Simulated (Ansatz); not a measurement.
# Si, space group P6/mmm: a test of the smearing width

Run with Ansatz's Python interface.

The script, `si.py`:
```python
"""How the energy of Si depends on the smearing."""

import warnings

import ansatz as az
from tabulate import tabulate

SETTINGS = {
    "functional": "lda",
    "cutoff_ev": 550,
    "kspacing": 0.2,
}


def main() -> None:
    warnings.simplefilter("ignore", az.DeckWarning)

    lattice = az.Lattice.of(
        [2.527, 0.0, 0.0],
        [-1.2635, 2.188446, 0.0],
        [0.0, 0.0, 2.373],
    )
    sites = [
        ("Si", [0.0, 0.0, 0.0]),
    ]
    cell = az.Crystal(lattice=lattice)
    for symbol, position in sites:
        cell = cell.atom(symbol, position)

    calculation = (
        cell.calculation()
        .functional(SETTINGS["functional"])
        .pseudopotentials("paw")
        .basis(SETTINGS["cutoff_ev"])
        .kpoints(spacing=SETTINGS["kspacing"])
        .stress()
    )

    rows = []
    for value in [0.25, 0.15, 0.1, 0.05, 0.025]:
        report = calculation.occupations("gaussian", width=value).run(threads=1).report
        rows.append((value, report["free_energy_ev"] / len(report["lattice"]["sites"]), report["n_iterations"], sum(report["stress_gpa"][i][i] for i in range(3)) / 3, report["n_kpoints"]))

    print(tabulate(rows, headers=["width (eV)", "F/atom (eV)", "iterations", "P (GPa)", "k-points"], floatfmt=".4f", tablefmt="grid"))

    # the last row is the reference
    for row in rows[:-1]:
        shift = 1000 * (row[1] - rows[-1][1])
        print(f"{row[0]}: {shift:+.2f} meV/atom" + ("  (within 1 meV)" if abs(shift) < 1 else ""))


if __name__ == "__main__":
    main()
```

```console
$ python si.py
+--------------+---------------+--------------+-----------+------------+
|   width (eV) |   F/atom (eV) |   iterations |   P (GPa) |   k-points |
+==============+===============+==============+===========+============+
|       0.2500 |     -608.3721 |            6 |   15.5358 |        216 |
+--------------+---------------+--------------+-----------+------------+
|       0.1500 |     -608.3688 |            6 |   15.5347 |        216 |
+--------------+---------------+--------------+-----------+------------+
|       0.1000 |     -608.3677 |            6 |   15.5073 |        216 |
+--------------+---------------+--------------+-----------+------------+
|       0.0500 |     -608.3668 |            6 |   15.4442 |        216 |
+--------------+---------------+--------------+-----------+------------+
|       0.0250 |     -608.3665 |            6 |   15.3880 |        216 |
+--------------+---------------+--------------+-----------+------------+
0.25: -5.67 meV/atom
0.15: -2.38 meV/atom
0.1: -1.23 meV/atom
0.05: -0.31 meV/atom  (within 1 meV)
```

Going from 0.025 to 0.25 eV changes F by -5.7 meV an atom. With this scheme F falls roughly as the square of the width; the report's estimate for zero width (energy_sigma0_ev) moves by only -0.7 meV. The pressure moves from 15.39 to 15.54 GPa.

The narrowest width needs the finest mesh, so the last row is no converged reference. Pressure is positive in compression. At these settings the cell as given stands under about 15 GPa, so it isn't at this functional's equilibrium volume and may be a high-pressure phase. This isn't the structure that Si takes at ambient conditions. Finished in 7.3 s on 1 thread of Arm Neoverse V2 (shared host), peak memory 0.34 GiB.
